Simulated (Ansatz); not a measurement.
# F4H4OSi2: the cost of one run

Computed with Ansatz 0.2.0, Gaussian basis. Level: PBE0-D4, def2-SVP first, then def2-TZVP.

152 further runs of the same task are left out: 152 set aside as unsound or not needed.

## 1. Where the work starts

The guess: 11 atoms, charge 0, spin multiplicity 1.

Atoms are counted from 1 here; the program's logs count them from 0.

Bond lengths: Si1–O2 1.681 Å, Si1–F4 1.599 Å, Si1–F5 1.579 Å, Si1–F6 1.579 Å, O2–Si3 1.666 Å, O2–H7 1.177 Å, Si3–H9 1.457 Å, Si3–H10 1.455 Å, Si3–H11 1.459 Å. Angles: O2–Si1–F4 99.7°, O2–Si1–F5 113.8°, O2–Si1–F6 114.1°, F4–Si1–F5 98.8°, F4–Si1–F6 98.7°, F5–Si1–F6 124.8°, Si1–O2–Si3 136.4°, Si1–O2–H7 85.7°, Si3–O2–H7 137.7°, O2–Si3–H9 106.5°, O2–Si3–H10 107.3°, O2–Si3–H11 99.0°, H9–Si3–H10 113.5°, H9–Si3–H11 114.3°, H10–Si3–H11 114.5°.

Geometry (Å):

```mol
F4H4OSi2
  3D, bonds by distance, orders not assigned

 11  9  0  0  0  0  0  0  0  0999 V2000
    0.0375    0.1745    1.3592 Si  0  0
    0.3206   -0.1324   -0.2689 O   0  0
   -0.5383    0.0060   -1.6893 Si  0  0
   -1.4112    0.8447    1.2605 F   0  0
    0.8387    1.4136    1.9216 F   0  0
   -0.3477   -1.1055    2.2002 F   0  0
    1.3511   -0.5771    0.0851 H   0  0
    1.8487   -0.6982    1.1611 F   0  0
   -1.6057   -0.9841   -1.6252 H   0  0
   -1.0207    1.3766   -1.7715 H   0  0
    0.5271   -0.3181   -2.6327 H   0  0
  1  2  8  0
  1  4  8  0
  1  5  8  0
  1  6  8  0
  2  3  8  0
  2  7  8  0
  3  9  8  0
  3 10  8  0
  3 11  8  0
M  END
```

Distances that are to change: Si1–F8 2.02 Å, O2–H7 1.18 Å, Si1–O2 1.68 Å, H7–F8 1.19 Å.

## 2. Constrained relaxation of the guess

Contents of hold/in.yaml:

```yaml
crystal:
  periodic: [false, false, false]
  atoms:
    - {symbol: Si, position_ang: [0.037500, 0.174500, 1.359200]}
    - {symbol: O, position_ang: [0.320600, -0.132400, -0.268900]}
    - {symbol: Si, position_ang: [-0.538300, 0.006000, -1.689300]}
    - {symbol: F, position_ang: [-1.411200, 0.844700, 1.260500]}
    - {symbol: F, position_ang: [0.838700, 1.413600, 1.921600]}
    - {symbol: F, position_ang: [-0.347700, -1.105500, 2.200200]}
    - {symbol: H, position_ang: [1.351100, -0.577100, 0.085100]}
    - {symbol: F, position_ang: [1.848700, -0.698200, 1.161100]}
    - {symbol: H, position_ang: [-1.605700, -0.984100, -1.625200]}
    - {symbol: H, position_ang: [-1.020700, 1.376600, -1.771500]}
    - {symbol: H, position_ang: [0.527100, -0.318100, -2.632700]}
basis:
  gaussian: {orbitals: def2-SVP}
hamiltonian: {xc: pbe0, dispersion: d4}
relax: {f_tol: 0.04, max_steps: 150, escape_saddle: false, constraints: [{distance: [0, 7]}, {distance: [1, 6]}, {distance: [0, 1]}, {distance: [6, 7]}]}
```

Command:

```
$ ansatz run in.yaml --threads 4 --pin off --events-out ev --progress --plain --max-ram 66560MiB --backend cpu
```

**Question.** How long does this run take on 4 threads of AMD EPYC 7R13, shared host?

About 18 s.
